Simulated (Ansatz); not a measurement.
Write a Python script for Ansatz 0.2.0 through its Python package that makes a convergence test of the plane-wave cutoff of Co, space group Fd-3m. Use (first run): PBEsol, PAW, cutoff 250 eV, 6×6×6 k-points, Fermi-Dirac smearing of 0.15 eV, collinear spin. The script varies cutoff (eV): 250, 325, 400, 475, 550.

```
Co
1.0
     0.00000    3.21737    3.21737
     3.21737    0.00000    3.21737
     3.21737    3.21737    0.00000
Co
6
Direct
  0.25000 0.25000 0.25000
  0.00000 0.00000 0.00000
  0.62500 0.62500 0.12500
  0.62500 0.12500 0.62500
  0.12500 0.62500 0.62500
  0.62500 0.62500 0.62500
```

`ecut_co.py`
```python
"""Cutoff test for Co."""

import ansatz as az
import pandas as pd

KGRID = (6, 6, 6)
OCCUPATIONS = "fermi_dirac"
SMEARING_WIDTH = 0.15
XC = "pbesol"

crystal = (
    az.Lattice.fcc(6.434744)
    .space_group(227, origin_choice=1)
    .atom("Co", [0.25, 0.75, 0.25])
    .atom("Co", [0.875, 0.875, 0.125])
    .primitive()
    .moments(Co=2.5)
)

calculation = (
    crystal.calculation()
    .spin("collinear")
    .kpoints(*KGRID)
    .occupations(OCCUPATIONS, width=SMEARING_WIDTH)
    .functional(XC)
    .forces()
    .stress()
)

rows = []
for value in [250, 325, 400, 475, 550]:
    report = calculation.basis(value).run().report
    rows.append((value, report["free_energy_ev"] / len(report["lattice"]["sites"]), report["n_iterations"], sum(report["stress_gpa"][i][i] for i in range(3)) / 3, max(abs(f) for row in report["forces_ev_ang"] for f in row), report["magnetization_mub"], report["n_pw"]))

table = pd.DataFrame(rows, columns=["cutoff (eV)", "F/atom (eV)", "iterations", "P (GPa)", "max component (eV/A)", "moment (muB)", "plane waves"])
print(table.round(5).to_string(index=False))

# differences from the last row
for row in rows[:-1]:
    shift = 1000 * (row[1] - rows[-1][1])
    print(f"{row[0]}: {shift:+.2f} meV/atom" + ("  (within 1 meV)" if abs(shift) < 1 else ""))
```

`python ecut_co.py` gives:
```text
DeckWarning: basis.ecutwfc = 250 eV is below the records' recommended 420 eV, and the density's cutoff is lower with it unless basis.ecutrho_ratio is high enough to keep the records' density cutoff: compare with a run at a higher cutoff
DeckWarning: basis.ecutwfc = 325 eV is below the records' recommended 420 eV, and the density's cutoff is lower with it unless basis.ecutrho_ratio is high enough to keep the records' density cutoff: compare with a run at a higher cutoff
DeckWarning: basis.ecutwfc = 400 eV is below the records' recommended 420 eV, and the density's cutoff is lower with it unless basis.ecutrho_ratio is high enough to keep the records' density cutoff: compare with a run at a higher cutoff
 cutoff (eV)  F/atom (eV)  iterations  P (GPa)  max component (eV/A)  moment (muB)  plane waves
         250  -5088.68373          14  5.47468                   0.0       9.54285          609
         325  -5092.60392          13 -2.42795                   0.0       9.76097          893
         400  -5092.80159          14 -2.67696                   0.0       9.78654         1243
         475  -5092.80512          14 -2.69923                   0.0       9.79160         1471
         550  -5092.80622          14 -2.68360                   0.0       9.79356         1917
250: +4122.49 meV/atom
325: +202.30 meV/atom
400: +4.62 meV/atom
475: +1.10 meV/atom
```
(Warnings from the package without file and line.)

Caveats:
- The magnetic order follows from the starting moments and needn't be the lowest.
- The mesh is modest for a metal, so energies can be off by several to tens of meV an atom and pressures by half a GPa or more; differences at equal mesh fare better.
- The overall sign of a collinear moment is arbitrary, and semilocal functionals can give small moments to compounds that are paramagnetic.
- A Fermi-Dirac width this large means warm electrons, whose thermal share enters the free energy.
- Forces vanish by symmetry here and test nothing.
- Pressure is positive in compression.
- This isn't the structure that Co takes at ambient conditions.
- Shifts are counted from the last row, which is itself no proven limit.
- Timing: 88 s on 1 thread of Arm Neoverse V1, with other jobs on the host, peak memory 0.65 GiB.
